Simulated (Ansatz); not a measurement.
# CoPtO2: the cost of one run

Program: Ansatz 0.2.0. Level of theory: DFT PBE, with the methods named in each step. These are calculated values, not measurements.

## 1. The structure to begin with

It takes space group R-3m (No. 166, trigonal). Conventional cell: a = 2.825 Å, b = 2.825 Å, c = 17.818 Å, α = 90.00°, β = 90.00°, γ = 120.00°. Around Co (site symmetry -3m) lie 6 O at 1.90 Å. Pt (site symmetry -3m) has 2 O at 2.00 Å as nearest neighbours. O (site symmetry 3m) is surrounded by 3 Co at 1.90 Å and 1 Pt at 2.00 Å.

As a file:

```
CELL_PARAMETERS angstrom
1.41227 0.81537 5.93939
-1.41227 0.81537 5.93939
0.00000 -1.63075 5.93939
ATOMIC_POSITIONS crystal
Co 0.50000 0.50000 0.50000
Pt 0.00000 0.00000 0.00000
O 0.88776 0.88776 0.88776
O 0.11224 0.11224 0.11224
```

Atoms are numbered in the order of the input: Co1, Pt2, O3, O4.

## 2. Free moments, LAPW

Contents of input.yaml:

```yaml
crystal:
  lattice:
    - [1.4122699173, 0.8153744169, 5.9393891094]
    - [-1.4122699173, 0.8153744169, 5.9393891094]
    - [0.0, -1.6307488338, 5.9393891094]
  atoms:
    - { symbol: Co, position: [0.5, 0.5, 0.5], spin: 2.0 }
    - { symbol: Pt, position: [0.0, 0.0, 0.0], spin: 0.6 }
    - { symbol: O, position: [0.88775597, 0.88775597, 0.88775597] }
    - { symbol: O, position: [0.11224403, 0.11224403, 0.11224403] }
magnetization:
  spin_polarized: true
kpoints:
  mp_grid: { grid: [12, 12, 12] }
scf:
  occupations: { method: fermi_dirac, width: 0.05 }
hamiltonian:
  xc: pbe
  pseudopotentials: { kind: all_electron, lapw: { basis_error: 0.001 } }
output:
  forces: true
  stress: true
  eigenvalues: false
  populations: true
```

Started as:

```bash
ansatz run input.yaml --threads 2 --pin off --max-ram 6144MiB --backend cpu --events-out ev --progress --plain --runs-dir out
```

What time and memory should one allow on 2 threads of Arm Neoverse V2, shared host?

About 4.2 min, with a peak of 2.6 GiB.
